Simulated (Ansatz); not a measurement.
CaZn3, space group Pm-3m, an equation of state with a fit

Program: the Ansatz DFT code, driven from Python.

Run as a notebook:

```python
import warnings

import ansatz as az
import numpy as np

VECTORS = np.array([
    [4.33484, 0.0, 0.0],
    [0.0, 4.33484, 0.0],
    [0.0, 0.0, 4.33484],
])
SITES = [
    ("Ca", [0.0, 0.0, 0.0]),
    ("Zn", [0.5, 0.5, 0.0]),
    ("Zn", [0.5, 0.0, 0.5]),
    ("Zn", [0.0, 0.5, 0.5]),
]
```

```python
def on_lattice(cell):
    crystal = az.Crystal(lattice=az.Lattice.of(cell))
    for symbol, position in SITES:
        crystal = crystal.atom(symbol, position)
    return crystal
```

```python
warnings.simplefilter("ignore", az.DeckWarning)
```

```python
# uniform scaling of the cell
volumes, energies, pressures = [], [], []
for scale in np.linspace(0.94, 1.06, 7):
    cell = VECTORS * scale ** (1 / 3)
    calc = (
        on_lattice(cell).calculation()
        .occupations(az.OccupationsMethod.FERMI_DIRAC, width=0.1)
        .functional("r2SCAN")
        .basis(600)
        .kpoints(5, 5, 5)
        .stress()
    )
    report = calc.run().report
    volumes.append(abs(np.linalg.det(cell)) / len(SITES))
    energies.append(report["free_energy_ev"] / len(SITES))
    pressures.append(np.trace(report["stress_gpa"]) / 3)
    print(f"V = {volumes[-1]:8.4f} A^3/atom  F = {energies[-1]:.5f} eV/atom  P = {pressures[-1]:8.3f} GPa")

# third-order Birch-Murnaghan: a cubic in V^(-2/3)
x = np.array(volumes) ** (-2 / 3)
poly = np.polynomial.Polynomial.fit(x, energies, 3).convert()
roots = poly.deriv().roots()
x0 = min((r.real for r in roots if abs(r.imag) < 1e-9 and poly.deriv(2)(r.real) > 0), key=lambda r: abs(r - x.mean()))
v0 = x0 ** -1.5
b0 = 4 / 9 * poly.deriv(2)(x0) * v0 ** (-7 / 3) * 160.21766
b1 = 4 + 2 / 3 * x0 * poly.deriv(3)(x0) / poly.deriv(2)(x0)
print(f"V0 = {v0:.4f} A^3/atom, B0 = {b0:.1f} GPa, dB/dP = {b1:.2f}")
```

    V =  19.1420 A^3/atom  F = -2949.73093 eV/atom  P =    1.060 GPa
    V =  19.5493 A^3/atom  F = -2949.73224 eV/atom  P =   -0.013 GPa
    V =  19.9565 A^3/atom  F = -2949.73096 eV/atom  P =   -0.970 GPa
    V =  20.3638 A^3/atom  F = -2949.72739 eV/atom  P =   -1.823 GPa
    V =  20.7711 A^3/atom  F = -2949.72178 eV/atom  P =   -2.582 GPa
    V =  21.1784 A^3/atom  F = -2949.71434 eV/atom  P =   -3.256 GPa
    V =  21.5856 A^3/atom  F = -2949.70529 eV/atom  P =   -3.855 GPa
    V0 = 19.5437 A^3/atom, B0 = 48.7 GPa, dB/dP = 4.60

A third-order Birch-Murnaghan fit through the 7 points has its minimum at 19.54 Å³ an atom, 4.0 % below the typed cell, with a bulk modulus of 49 GPa and dB/dP = 4.6. From that minimum the energy rises by 1.3 meV an atom on the compressed side and 27.0 meV on the expanded side. The window is off centre, so dB/dP is rough.

Total energies depend on the potentials; only differences at equal settings carry meaning. The mesh is modest for a metal, so energies can be off by several to tens of meV an atom and pressures by half a GPa or more; differences at equal mesh fare better. Pressure is positive in compression. This cell is a computed structure, which may not be the phase found in nature. It ran for 37 s on 1 thread of Arm Neoverse V2 (shared host), peak memory 0.63 GiB.
